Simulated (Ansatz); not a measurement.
# PBE-QIDH/def2-TZVPP run of GeF2 (SMILES [F][Ge][F])

Aim: the energy change on altering one bond length of GeF2 at PBE-QIDH/def2-TZVPP, from 2 runs. 

The results are computed with Ansatz 0.2.0.

32 further runs of the same task are left out: 32 set aside as unsound or not needed.

## Step 1: The molecule

The species is GeF2 (3 atoms), meant as a singlet with charge 0. As SMILES, `[F][Ge][F]`. Geometry: relaxed at PBE0-D4/def2-TZVP.

Bond lengths: F1–Ge2 1.745 Å, Ge2–F3 1.745 Å. Angles: F1–Ge2–F3 97.2°.

## Step 2: A single-point energy at PBE-QIDH/def2-TZVPP

File molecule.yaml:

```yaml
crystal:
  periodic: [false, false, false]
  atoms:
    - {symbol: F, position_ang: [-0.675900, -1.101800, -0.497500]}
    - {symbol: Ge, position_ang: [0.637500, -0.295200, 0.320200]}
    - {symbol: F, position_ang: [0.027600, 1.332100, 0.164100]}
basis:
  gaussian: {orbitals: def2-TZVPP}
hamiltonian: {xc: {name: PBE-QIDH}}
correlation: {frozen_orbitals: {F: 1, Ge: 9}}
accuracy: high
output: {orbitals: {seedname: orbitals}}
```

The run is started by

```sh
ansatz run molecule.yaml --threads 1 --pin off --max-ram 3480MiB --events-out events.jsonl --progress --plain --runs-dir runs
```

The log of the run:

```text
Warning: RAYON_NUM_THREADS=1 ignored (pool sized by the plan → 1); use --threads N
Functional definition: PBE-QIDH
  name "PBE-QIDH"
  parameter a = 3^(-1/3)
  parameter c = 1/3
  exchange = (1 - a)*pbe_x + a*exact_x
  correlation = (1 - c)*pbe_c + c*(mp2_os + mp2_ss)
1632 factors; integrals over basis functions are off by at most 5.2e-9 eV
mean field evaluation 1: about -61923.8920 eV, gradient 4.5e1 eV
mean field evaluation 2: about -61923.9399 eV, gradient 4.5e1 eV
mean field evaluation 4: about -61927.1438 eV, gradient 1.7e0 eV
mean field evaluation 8: about -61927.1588 eV, gradient 2.1e-1 eV
mean field evaluation 16: about -61927.1589 eV, gradient 3.0e-5 eV
mean field -61927.15890248 eV, -2275.7811139301 hartree, gradient 1.2e-8 eV, S^2 0.000000; 0 other end points of the search recorded, 0 dependent functions left out
11 core orbitals not correlated: weight in the atoms' cores, before any rotation towards them, 1.000 or more for the frozen orbitals, at most 0.000 for the correlated occupied ones
reference -61927.15890310 eV, -2275.7811139530 hartree; 14, 14 occupied and 85, 85 virtual orbitals, 1632 factors
second order -22.14247610 eV of doubles, -0.00000000 eV of singles
Total energy: -61934.53972847 eV, -2276.0523542823 hartree
```

It took 6.9 s on 1 thread of Intel Xeon 6975P-C (Granite Rapids), shared host; peak memory 0.31 GiB.

## Step 3: The distorted shape at the same level

File job.yaml:

```yaml
crystal:
  periodic: [false, false, false]
  atoms:
    - {symbol: F, position_ang: [-0.872912, -1.222792, -0.620157]}
    - {symbol: Ge, position_ang: [0.637500, -0.295200, 0.320200]}
    - {symbol: F, position_ang: [0.027600, 1.332100, 0.164100]}
basis:
  gaussian: {orbitals: def2-TZVPP}
total_charge: 0
hamiltonian: {xc: {name: PBE-QIDH}}
correlation: {frozen_orbitals: {F: 1, Ge: 9}}
accuracy: high
output: {orbitals: {seedname: orbitals}}
```

The run is started by

```sh
ansatz run job.yaml --threads 1 --pin off --max-ram 3480MiB --events-out events.jsonl --progress --plain --runs-dir runs
```

The log of the run (excerpt; [...] marks lines left out):

```text
Warning: RAYON_NUM_THREADS=1 ignored (pool sized by the plan → 1); use --threads N
[... 2 set-up lines as earlier in the session ...]
[...]
1615 factors; integrals over basis functions are off by at most 5.7e-9 eV
[...]
mean field -61926.41463717 eV, -2275.7537626845 hartree, gradient 4.2e-8 eV, S^2 0.000000; 0 other end points of the search recorded, 0 dependent functions left out
11 core orbitals not correlated: weight in the atoms' cores, before any rotation towards them, 1.000 or more for the frozen orbitals, at most 0.000 for the correlated occupied ones
reference -61926.41463781 eV, -2275.7537627082 hartree; 14, 14 occupied and 85, 85 virtual orbitals, 1615 factors
second order -22.38782420 eV of doubles, -0.00000000 eV of singles
Total energy: -61933.87724588 eV, -2276.0280084963 hartree
```

It took 6.6 s on 1 thread of Intel Xeon 6975P-C (Granite Rapids), shared host; peak memory 0.31 GiB.

## Step 4: Outcome

Level: PBE-QIDH/def2-TZVPP, 11 core orbitals frozen.

```
                                                          quantity           value
                                         first shape: total energy  -2276.05235 Eh
                    first shape: HOMO energy (SCF part's orbitals)       -10.87 eV
                    first shape: LUMO energy (SCF part's orbitals)        -0.96 eV
                  first shape: HOMO–LUMO gap (SCF part's orbitals)         9.91 eV
                                     distorted shape: total energy  -2276.02801 Eh
                distorted shape: HOMO energy (SCF part's orbitals)       -11.36 eV
                distorted shape: LUMO energy (SCF part's orbitals)        -1.53 eV
              distorted shape: HOMO–LUMO gap (SCF part's orbitals)         9.82 eV
energy change with the F1–Ge2 bond stretched from 1.745 to 2.007 Å        0.662 eV
```

**Reading.** With the F1–Ge2 bond stretched from 1.745 to 2.007 Å the energy rises by 0.66 eV (63.9 kJ/mol). The first shape isn't relaxed at this level, so the change isn't measured from a minimum.
